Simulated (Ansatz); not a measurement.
# CH4BClS (SMILES CSBCl) at HF/3-21G

What is the vertical ionisation energy of CH4BClS at HF/3-21G? 

The calculation is run with Ansatz 0.2.0.

94 further runs of the same task are left out: 94 set aside as unsound or not needed.

### Step 1. Starting point

CH4BClS has 8 atoms, charge 0, and is taken as a singlet. SMILES: `CSBCl`. Geometry: relaxed at PBE0-D4/def2-TZVP. This is one conformer, not always the lowest.

Bond lengths: C1–S2 1.810 Å, S2–B3 1.766 Å, B3–Cl4 1.749 Å, C1–H5 1.088 Å, C1–H6 1.089 Å, C1–H7 1.089 Å, B3–H8 1.191 Å. Angles: C1–S2–B3 103.2°, S2–B3–Cl4 119.0°, S2–C1–H5 110.2°, S2–C1–H6 109.0°, S2–C1–H7 109.0°, S2–B3–H8 121.7°, Cl4–B3–H8 119.3°, H5–C1–H6 109.7°, H5–C1–H7 109.7°, H6–C1–H7 109.3°.

### Step 2. A single-point energy at HF/3-21G

Input file input.yaml:

```yaml
crystal:
  periodic: [false, false, false]
  atoms:
    - {symbol: C, position_ang: [-0.471000, 1.184200, 0.216300]}
    - {symbol: S, position_ang: [0.979400, 0.341100, -0.461900]}
    - {symbol: B, position_ang: [0.578900, -1.367600, -0.269600]}
    - {symbol: Cl, position_ang: [1.728300, -2.572200, -0.805600]}
    - {symbol: H, position_ang: [-1.201900, 0.455300, 0.560900]}
    - {symbol: H, position_ang: [-0.157800, 1.812600, 1.049100]}
    - {symbol: H, position_ang: [-0.912200, 1.808700, -0.559500]}
    - {symbol: H, position_ang: [-0.451500, -1.719100, 0.214500]}
basis:
  gaussian:
    orbitals: 3-21G.json
total_charge: 0
hamiltonian:
  xc: hf
accuracy: high
output: {orbitals: {seedname: orbitals}}
```

The basis set 3-21G is read from a file made from the Basis Set Exchange's data (not shown).

On the command line:

```bash
$ ansatz run input.yaml --threads 1 --pin off --max-ram 2610MiB --events-out events.jsonl --progress --plain --runs-dir runs
```

Log:

```text
Warning: RAYON_NUM_THREADS=1 ignored (pool sized by the plan → 1); use --threads N
Functional definition: HF
  name "HF"
  exchange = exact_x
  correlation = 0
1194 factors; integrals over basis functions are off by at most 5.6e-9 eV
mean field evaluation 1: about -24963.0367 eV, gradient 1.7e1 eV
mean field evaluation 2: about -24963.3020 eV, gradient 1.8e1 eV
mean field evaluation 4: about -24964.4099 eV, gradient 1.8e0 eV
mean field evaluation 8: about -24964.4262 eV, gradient 4.0e-4 eV
mean field -24964.42622130 eV, -917.4257421371 hartree, gradient 1.6e-8 eV, S^2 0.000000; 0 other end points of the search recorded, 0 dependent functions left out
reference -24964.42622130 eV, -917.4257421371 hartree; 24, 24 occupied and 28, 28 virtual orbitals, 1194 factors
Total energy: -24964.42622130 eV, -917.4257421371 hartree
```

Wall time 0.77 s (1 thread of Arm Neoverse V1, shared host); peak memory 0.12 GiB.

### Step 3. The doublet cation, same level

Input file molecule.yaml:

```yaml
crystal:
  periodic: [false, false, false]
  atoms:
    - {symbol: C, position_ang: [-0.471000, 1.184200, 0.216300]}
    - {symbol: S, position_ang: [0.979400, 0.341100, -0.461900]}
    - {symbol: B, position_ang: [0.578900, -1.367600, -0.269600]}
    - {symbol: Cl, position_ang: [1.728300, -2.572200, -0.805600]}
    - {symbol: H, position_ang: [-1.201900, 0.455300, 0.560900]}
    - {symbol: H, position_ang: [-0.157800, 1.812600, 1.049100]}
    - {symbol: H, position_ang: [-0.912200, 1.808700, -0.559500]}
    - {symbol: H, position_ang: [-0.451500, -1.719100, 0.214500]}
basis:
  gaussian: {orbitals: 3-21G.json}
output: {orbitals: {seedname: orbitals}}
hamiltonian: {xc: hf}
magnetization: {spin_polarized: true, initial_magnetization: 1}
accuracy: high
total_charge: 1
```

The basis set 3-21G is read from a file made from the Basis Set Exchange's data (not shown).

On the command line:

```bash
$ ansatz run molecule.yaml --threads 1 --pin off --max-ram 2610MiB --events-out events.jsonl --progress --plain --runs-dir runs
```

Log:

```text
Warning: RAYON_NUM_THREADS=1 ignored (pool sized by the plan → 1); use --threads N
[... 4 set-up lines as earlier in the session ...]
1193 factors; integrals over basis functions are off by at most 5.6e-9 eV
mean field evaluation 1: about -24952.8685 eV, gradient 1.5e1 eV
mean field evaluation 2: about -24953.1258 eV, gradient 1.5e1 eV
mean field evaluation 4: about -24954.9025 eV, gradient 2.1e0 eV
mean field evaluation 8: about -24954.9910 eV, gradient 2.1e-1 eV
mean field evaluation 16: about -24954.9924 eV, gradient 2.2e-8 eV
mean field evaluation 32: about -24953.7143 eV, gradient 4.7e-1 eV
mean field evaluation 64: about -24953.6359 eV, gradient 1.2e-1 eV
mean field -24954.99241778 eV, -917.0790562521 hartree, gradient 2.2e-8 eV, S^2 0.759628; 0 other end points of the search recorded, 0 dependent functions left out
reference -24954.99241778 eV, -917.0790562521 hartree; 24, 23 occupied and 28, 29 virtual orbitals, 1193 factors
Total energy: -24954.99241778 eV, -917.0790562521 hartree
```

It took 1.7 s on 1 thread of Arm Neoverse V1, shared host; peak memory 0.15 GiB.

### Step 4. Outcome

Level: HF/3-21G.

```
                                          quantity          value
                     singlet CH4BClS: total energy  -917.42574 Eh
                      singlet CH4BClS: HOMO energy      -10.62 eV
                      singlet CH4BClS: LUMO energy        2.38 eV
                    singlet CH4BClS: HOMO–LUMO gap       13.01 eV
                      doublet cation: total energy  -917.07906 Eh
doublet cation: HOMO energy (highest over α and β)      -17.61 eV
 doublet cation: LUMO energy (lowest over α and β)       -8.37 eV
                              doublet cation: ⟨S²⟩          0.760
vertical ionisation energy (to the doublet cation)       9.434 eV
```

The vertical ionisation energy comes to 9.43 eV (218 kcal/mol). −ε(HOMO) before ionisation, 10.62 eV, is 1.19 eV above this ionisation energy.
